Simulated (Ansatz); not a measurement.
# CH6O2Si2: up Jacob's ladder to CCSD(T)

An exercise on one series of results from a longer session: the logs are not shown, and one member is left open.

Method: functionals in def2-TZVPP, the program's frozen cores in correlated methods; program: Ansatz 0.2.0, Gaussian basis.

Levels to be run: PBE-D4, r2SCAN-D4, PBE0-D4, B3LYP-D4, ωB97X-V, ωB97M-V, B2PLYP; CCSD(T)/def2-TZVPP; MP2/def2-QZVPP; extrapolation to the limit.

## The geometry

The geometry comes from an earlier relaxation with PBE0-D4 in a triple-zeta def2 set; it is a stationary point, not always the lowest conformer.

SMILES `C1O[SiH2]O[SiH2]1`, 11 atoms, charge 0, spin multiplicity 1.

Atoms are counted from 1 here; the program's logs count them from 0.

Bond lengths: C1–O2 1.432 Å, C1–Si5 1.912 Å, C1–H6 1.094 Å, C1–H7 1.094 Å, O2–Si3 1.649 Å, Si3–O4 1.650 Å, Si3–H8 1.482 Å, Si3–H9 1.482 Å, O4–Si5 1.655 Å, Si5–H10 1.485 Å, Si5–H11 1.485 Å. Angles: O2–C1–Si5 106.8°, O2–C1–H6 108.9°, O2–C1–H7 108.8°, Si5–C1–H6 112.4°, Si5–C1–H7 112.5°, H6–C1–H7 107.3°, C1–O2–Si3 117.7°, O2–Si3–O4 102.9°, O2–Si3–H8 111.0°, O2–Si3–H9 110.8°, O4–Si3–H8 110.7°, O4–Si3–H9 110.8°, H8–Si3–H9 110.4°, Si3–O4–Si5 114.2°, C1–Si5–O4 98.4°, C1–Si5–H10 113.6°, C1–Si5–H11 113.6°, O4–Si5–H10 110.8° and more.

Set-up of the first run:

Input file in.yaml:

```yaml
crystal:
  periodic: [false, false, false]
  atoms:
    - {symbol: C, position_ang: [0.638694, 1.100596, 0.169424]}
    - {symbol: O, position_ang: [-0.640273, 0.943704, 0.794898]}
    - {symbol: Si, position_ang: [-1.429390, -0.488056, 0.577557]}
    - {symbol: O, position_ang: [-0.399564, -1.332704, -0.395704]}
    - {symbol: Si, position_ang: [0.985205, -0.516523, -0.789544]}
    - {symbol: H, position_ang: [1.389464, 1.297467, 0.941086]}
    - {symbol: H, position_ang: [0.606718, 1.976614, -0.485607]}
    - {symbol: H, position_ang: [-1.622725, -1.188398, 1.869229]}
    - {symbol: H, position_ang: [-2.733121, -0.274552, -0.093519]}
    - {symbol: H, position_ang: [1.086001, -0.327068, -2.258800]}
    - {symbol: H, position_ang: [2.184290, -1.248282, -0.308419]}
basis:
  gaussian: {orbitals: def2-TZVPP}
hamiltonian: {xc: pbe, dispersion: d4}
output: {forces: true, orbitals: {seedname: orbitals}}
```

On the command line:

```sh
$ ansatz run in.yaml --threads 4 --pin off --events-out ev --progress --plain --max-ram 10444MiB
```

Among the steps run: PBE-D4 (GGA); r2SCAN-D4 (meta-GGA); PBE0-D4 (hybrid); B3LYP-D4 (hybrid); ωB97X-V (range-separated); ωB97M-V (range-separated); B2PLYP (double hybrid); CCSD(T) in def2-TZVPP; MP2 in def2-QZVPP.

One of the session's tables, all rows but one given; the rest of the session is left out.

```
            method  atomisation energy (kJ/mol)
            PBE-D4                       4178.3
         r2SCAN-D4                       4163.1
           PBE0-D4                       4118.5
          B3LYP-D4                            ?
           ωB97X-V                       4184.8
           ωB97M-V                       4173.3
            B2PLYP                       4108.3
     HF/def2-TZVPP                       3052.5
    MP2/def2-TZVPP                       4129.3
   CCSD/def2-TZVPP                       3996.8
CCSD(T)/def2-TZVPP                       4053.2
           MP2/CBS                       4250.9
       CCSD(T)/CBS                       4174.9
```

Estimate the missing values for B3LYP-D4.

**Answer.** atomisation energy (kJ/mol): 4142.2. In the column «atomisation energy (kJ/mol)» it lies between MP2/def2-TZVPP (4129.3) and r2SCAN-D4 (4163.1).
